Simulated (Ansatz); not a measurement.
# CHBFN (SMILES N#CBF): functionals against CCSD(T) at one geometry

An exercise on one series of results from a longer session: the logs are not shown, and one member is left open.

Method: single points in def2-TZVPP; program: Ansatz 0.2.0, Gaussian basis.

Correlated methods freeze the cores.

## The starting structure

SMILES `N#CBF`, 5 atoms, charge 0, spin multiplicity 1.

Atoms are counted from 1 here; the program's logs count them from 0.

Bond lengths: N1–C2 1.274 Å, C2–B3 1.463 Å, B3–F4 1.216 Å, B3–H5 1.294 Å. Angles: N1–C2–B3 176.7°, C2–B3–F4 121.0°, C2–B3–H5 118.7°, F4–B3–H5 111.2°.

Geometry (Å):

```xyz
5

N     0.6501   -1.3656    1.5315
C     0.3357   -0.6011    0.5617
B    -0.0214    0.2086   -0.6028
F    -1.1278    0.1323   -1.1023
H     0.4515    1.4100   -0.6928
```

Set-up of the first run:

run/in.yaml reads:

```yaml
crystal:
  periodic: [false, false, false]
  atoms:
    - {symbol: N, position_ang: [0.650100, -1.365600, 1.531500]}
    - {symbol: C, position_ang: [0.335700, -0.601100, 0.561700]}
    - {symbol: B, position_ang: [-0.021400, 0.208600, -0.602800]}
    - {symbol: F, position_ang: [-1.127800, 0.132300, -1.102300]}
    - {symbol: H, position_ang: [0.451500, 1.410000, -0.692800]}
basis:
  gaussian: {orbitals: def2-TZVPP}
correlation: {method: ccsd_t}
output: {forces: true}
```

The command line of these runs was not kept.

Among the steps run: CCSD(T)/def2-TZVPP; PBE0-D4/def2-TZVPP; wB97M-V/def2-TZVPP; r2SCAN-D4/def2-TZVPP; PBE-D4/def2-TZVPP; wB97X-V/def2-TZVPP; LC-wPBE/def2-TZVPP.

One table of the session follows, with a row left open; its other results are not shown here.

| method | RMS force component (eV/Å) | angle to CCSD(T) forces (°) | dipole (D) |
| --- | --- | --- | --- |
| CCSD(T) | 4.557 | reference | 2.12 |
| PBE0-D4 | 4.950 | 5.4 | 2.19 |
| wB97M-V | 5.136 | 5.4 | 2.23 |
| r2SCAN-D4 | ? | ? | ? |
| PBE-D4 | 4.492 | 3.4 | 2.11 |
| wB97X-V | 5.200 | 5.0 | 2.27 |
| LC-wPBE | 5.355 | 6.8 | 2.34 |

Estimate the missing values for r2SCAN-D4.

As computed: RMS force component (eV/Å): 4.741; angle to CCSD(T) forces (°): 3.5; dipole (D): 2.17. In the column «RMS force component (eV/Å)» it lies between CCSD(T) (4.557) and PBE0-D4 (4.950).
